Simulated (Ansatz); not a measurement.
# BeGaH (singlet): the correlation ladder at distance Ga1–Be2 = 2.541 Å, cc-pVTZ

The task here is to estimate one member of a computed series from the others.

Program: Ansatz 0.2.0, Gaussian basis. Level of theory: cc-pVTZ, core rule «outside noble gas», up to 15 orbitals frozen. These are calculated values, not measurements.

To be run: UHF; CCSD(T) on RHF; CCSD(T) on UHF; BCCD(T) on RHF; CCSDT(Q) on RHF; CCSDT(Q) on UHF.

15 further runs of the same task are left out: 3 for a known fault of the program, 10 that didn't finish, 2 set aside as unsound or not needed.

## The system

The geometry derives from a PBE0/def2-TZVP stationary point (not a proven minimum). One bond is set to the value named and the two fragments are kept rigid. No spin-orbit coupling is included. The filled d shell of Ga may be among the frozen orbitals whatever the setting's name suggests; the logs give the count.

3 atoms, charge 0, spin multiplicity 1.

Atoms are counted from 1 here; the program's logs count them from 0.

Bond lengths: Be2–H3 1.528 Å.

Set-up of the first run:

Contents of in.yaml:

```yaml
crystal:
  periodic: [false, false, false]
  atoms:
    - {symbol: Ga, position_ang: [0.000000, 0.010201, 0.309852]}
    - {symbol: Be, position_ang: [0.000000, -0.210049, -2.221584]}
    - {symbol: H, position_ang: [0.000000, 1.172431, -1.570049]}
basis:
  gaussian: {orbitals: cc-pVTZ}
magnetization: {spin_polarized: true, initial_magnetization: 0}
hamiltonian: {xc: hf}
output: {orbitals: {seedname: orbitals}}
```

Started as:

```
> ansatz run in.yaml --threads 1 --pin off --events-out ev --progress --plain --max-ram 2393MiB
```

Among the steps run: UHF; CCSD(T) on RHF; CCSD(T) on UHF; BCCD(T) on RHF; CCSDT(Q) on RHF; CCSDT(Q) on UHF.

One of the session's tables, all rows but one given; the rest of the session is left out.

```
   method  from RCCSDT(Q) (kcal/mol)
      RHF                     +90.55
      UHF                     +76.94
     RMP2                     +23.77
     UMP2                     +25.68
    RCCSD                      +5.31
    UCCSD                      +6.19
 RCCSD(T)                      +1.15
 UCCSD(T)                      +2.51
  BCCD(T)                      +1.15
   RCCSDT                          ?
   UCCSDT                      +0.55
RCCSDT(Q)                          0
UCCSDT(Q)                      +0.04
```

Q: Estimate the row for RCCSDT from the others.

**Answer.** from RCCSDT(Q) (kcal/mol): +0.35. In the column «from RCCSDT(Q) (kcal/mol)» it lies between UCCSDT(Q) (+0.04) and UCCSDT (+0.55).

Caveats from the session: The determinant is far from a pure spin state, so its energy mixes those of several spin states (harmless only where they are near-degenerate, as at dissociation). Restricted and unrestricted rows rest on different reference determinants; where their highest levels disagree by more than a few hundredths of an eV, they describe different states and don't form one ladder.
